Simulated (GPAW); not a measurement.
Crystal: CsLiCr2Te2S3.

```
Cs Li Cr Te S
1.0
     3.42162   -5.18069    0.00784
     3.42162    5.18069    0.00784
    -2.90411    0.00000    7.43093
Cs Li Cr Te S
1 1 2 2 3
Direct
  0.09374 0.09374 0.00853
  0.58875 0.58875 0.55336
  0.05646 0.46755 0.55790
  0.46755 0.05646 0.55790
  0.56486 0.87357 0.29035
  0.87357 0.56486 0.29035
  0.81151 0.39697 0.73347
  0.39697 0.81151 0.73347
  0.21404 0.21404 0.48371
```

The cell was built by a generator and needn't be a form met in nature.

Base run:

| Item | Value |
| --- | --- |
| Program | GPAW 26.7.0 |
| Functional | PBEsol |
| Potentials or basis | PAW data sets generated in the run's folder for this functional |
| Cutoff | 800 eV |
| Basis | pw |
| k mesh | 4 × 4 × 3 |
| Occupations | fermi-dirac, width 0.05 eV |
| Spin | collinear spin, ferromagnetic start |
| Starting moments | [0.0, 0.0, 3.0, 3.0, 0.0, 0.0, 0.0, 0.0, 0.0] μB |

Its results: pressure -1.9 GPa; net moment 4.02 μB per cell; site moments Cs -0.00; Li +0.00; Cr +2.16; Te -0.15; S -0.07, -0.06 μB; largest force 0.218 eV/Å.

Question: After a change of settings the same cell gave: pressure -1.4 GPa; net moment 4.01 μB per cell; site moments Cs -0.00; Li +0.00; Cr +2.16; Te -0.16; S -0.07, -0.06 μB; largest force 0.256 eV/Å. Which change was it?
A. functional from PBEsol to AM05
B. functional from PBEsol to r2SCAN; potentials or basis from PAW data sets generated in the run's folder for this functional to GPAW PAW data sets (gpaw-data 1.2.1)
C. functional from PBEsol to revPBE; potentials or basis from PAW data sets generated in the run's folder for this functional to the program's PAW data sets (release 1.2.1) made for this functional
D. functional from PBEsol to PW91

Answer: A.

Caveats: only a ferromagnetic start was run, and an antiferromagnetic order may lie lower in energy.

Not every run made on this cell is shown here.
